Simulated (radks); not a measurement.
# Cr⁴⁺ in [Ar] 3d2: an all-electron calculation

An exercise on one series of results from a longer session: the logs are not shown, and one member is left open.

Program: radks (a radial shooting solver on a logarithmic mesh, Libxc functionals) version 1. Level of theory: non-relativistic Kohn-Sham, SCAN, spin-polarised, spherical densities, point nucleus; open shells are filled with parallel spins first. These are calculated values, not measurements, unless marked.

### The system

| Quantity | Value |
| --- | --- |
| element | chromium (Z = 24) |
| charge | +4 |
| electrons | 20 |
| configuration | [Ar] 3d2 |

The outer shells:

Cr⁴⁺
```
[Ar] core
3d [↑ ][↑ ][  ][  ][  ]
```

The first run:

The run's settings:

```text
Z 24
configuration [Ar] 3d2 4s0 4p0
relativity non-relativistic
functional scan,scan
spin polarised
nucleus point
```

The run is started by

```console
$ python run_ks.py task.json out
```

The same process makes all the runs of this session.

One of the session's tables, all rows but one given; the rest of the session is left out.

It belongs to the step «Radial structure». Sizes of the orbitals, from the radial functions (bohr):

```
  level      <r>  outermost maximum (interpolated)  90 % within  nodes
1s down  0.06421                            0.0423        0.114      0
  1s up  0.06421                            0.0423        0.114      0
  2s up   0.2954                             0.246        0.458      1
2s down   0.2949                             0.246        0.457      1
  2p up   0.2609                             0.199        0.428      0
2p down   0.2604                             0.199        0.426      0
  3s up   0.8808                             0.774         1.31      2
3s down   0.8845                             0.775         1.31      2
  3p up   0.9174                             0.786         1.39      1
3p down        ?                                 ?            ?      ?
  3d up    1.010                             0.764         1.64      0
3d down    1.017                             0.770         1.66      0
  4s up    2.238                              2.06         3.22      3
  4p up    2.490                              2.28         3.60      2
```

Q: Estimate the row for 3p down from the others.

As computed: <r>: 0.9219; outermost maximum (interpolated): 0.787; 90 % within: 1.40; nodes: 1. In the column «<r>» it lies between 3p up (0.9174) and 3d up (1.010).

To keep in mind: Open shells are spherical and high-spin; term and fine-structure splittings are not resolved.
